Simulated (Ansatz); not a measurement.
## AlFe3B under changes of volume

One of the cells (11.169 Å³/atom); the others are scaled copies at fixed shape and fractional positions:

```
CELL_PARAMETERS angstrom
3.82232 0.00000 0.00000
0.00000 3.82232 0.00000
0.00000 0.00000 3.82232
ATOMIC_POSITIONS crystal
Fe 0.00000 0.00000 0.50000
Fe 0.00000 0.50000 0.00000
Fe 0.50000 0.00000 0.00000
Al 0.50000 0.50000 0.50000
B 0.00000 0.00000 0.00000
```

The cell comes from a database or a generator and needn't be the stable form of this composition.

| Quantity | Value |
| --- | --- |
| Program | Ansatz 0.2.0 |
| Functional | PBEsol |
| Potentials or basis | Ansatz PAW |
| Cutoff | 420 eV (not typed: the program's choice for these potentials) |
| k mesh | 7 × 7 × 7 |
| Occupations | fermi-dirac, width 0.05 eV |
| Spin | collinear spin, ferromagnetic start |
| Starting moments | [3.0, 3.0, 3.0, 0.0, 0.0] μB |

| volume (Å³/atom) | energy over the lowest point (meV/atom) | pressure (GPa) | moment (μB per cell) |
| --- | --- | --- | --- |
| 10.499 | ? | ? | ? |
| 10.722 | 0.00 | 0.3 | 4.06 |
| 10.946 | 2.51 | -3.9 | 4.09 |
| 11.169 | 10.68 | -7.7 | 4.11 |
| 11.392 | 23.93 | -11.1 | 4.13 |
| 11.616 | 41.67 | -14.0 | 4.17 |
| 11.839 | 63.30 | -16.6 | 4.24 |

Task: What does the run at 10.499 Å³/atom give?

Result: Energy over the lowest point 3.67 meV/atom; pressure 4.8 GPa; moment 4.00 μB per cell.

Worked out: A Birch-Murnaghan fit of order 3 (a polynomial in V^(-2/3)) to the other rows has its minimum at 10.74 Å³/atom with B0 = V·E''(V) = 220 GPa and B' = 4.9. It gives 3.96 meV/atom at 10.499 Å³/atom, against the run's 3.67, and -dE/dV = 5.3 GPa, against 4.8. A parabola through the other rows of the moment, of slope -0.00818 μB per Å³/atom there, extrapolates to 4.06 μB, against the run's 4.00.

Energies are extrapolated to zero smearing.

Caveats: the PAW data sets come from PBE, with cores solved anew for the run's functional, which leaves a small shift of forces and pressure.
